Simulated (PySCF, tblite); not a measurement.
# C6H5BrN radical: geometry, infrared bands and EPR parameters

Aim: predict the infrared bands and EPR parameters of C6H5BrN radical (`[H]/N=[C]/C#CCC(=C)Br`).

Programs: tblite 0.8.0 and PySCF 2.14.0, with density-fitted response routines of our own. Each step states its level of theory. These are calculated values for one molecule in the gas phase, unless marked as measured. Atoms are numbered from 0 throughout.

**1. The molecule as given**

13 atoms, charge 0, multiplicity 2; geometry from: force field or distance geometry start.

Bonds of the start (Å): C0–C1 1.32, C1–Br2 1.90, C1–C3 1.51, C3–C4 1.45, C4–C5 1.21, C5–C6 1.44, C6–N7 1.30, C0–H8 1.09, C0–H9 1.10, C3–H10 1.11, C3–H11 1.11, N7–H12 1.05.

**2. Optimising the geometry with GFN2-xTB**

The job: settings as JSON, then the geometry in Å.

```
{"job": {"kind": "relax", "xc": "GFN2-xTB", "basis": "xTB"}, "charge": 0, "multiplicity": 2}
C     -2.647500    -0.086800     0.403900
C     -1.662000    -0.789800    -0.120700
Br    -1.665400    -1.485600    -1.889600
C     -0.427700    -1.095400     0.693800
C      0.724000    -0.528400     0.013600
C      1.671700    -0.068600    -0.581300
C      2.799600     0.483300    -1.293400
N      4.029000     0.316200    -0.916200
H     -3.555900     0.160800    -0.138500
H     -2.602900     0.289300     1.441700
H     -0.585000    -0.600800     1.673100
H     -0.373600    -2.199400     0.760200
H      4.291300    -0.236200    -0.064300
```

The run is started by

```sh
$ OMP_NUM_THREADS=1 python probes_run.py task.json out
```

One launch serves the whole session: the jobs run in the order shown.

**Question.** This job is followed by: GFN2-xTB harmonic vibrations, gas phase; UKS B3LYP, def2-TZVP-core on Br, pcH-1 on C H N, non-relativistic, mean-field spin-orbit, GIAO. What will the session give for the following? strongest single infrared mode (GFN2-xTB); zero-point energy (GFN2-xTB); g(iso) (B3LYP); ⟨S²⟩; largest a(iso) (averaged by class); surface potential, 1st and 99th percentile.

The runs gave:

```
                                 quantity                  value
strongest single infrared mode (GFN2-xTB)  2154 cm⁻¹, 494 km/mol
             zero-point energy (GFN2-xTB)          53.9 kcal/mol
                           g(iso) (B3LYP)                2.00067
                                     ⟨S²⟩     0.767 (exact 0.75)
       largest a(iso) (averaged by class)   1H on H12, 136.3 MHz
    surface potential, 1st and 99th percentile     -1.28 V and 1.81 V
```

In words: Relaxing lowered the energy by 1.118 eV in 123 steps; the close pair that moved most is C5–C6, from 1.444 to 1.309 Å. No mode is imaginary among the 33: a minimum at this level. The strongest single mode, at 2154 cm⁻¹, moves mainly C6 and C5. GFN2-xTB is a fitted tight-binding method: band positions and strengths are rough. Its intensities can rank the bands wrongly. The largest spin populations lie on C4 (0.53 e), C6 (0.45 e). The isotropic g lies 1.6 ppt below the free-electron value. The hyperfine terms hold no scalar relativity, which the heavier nuclei need.
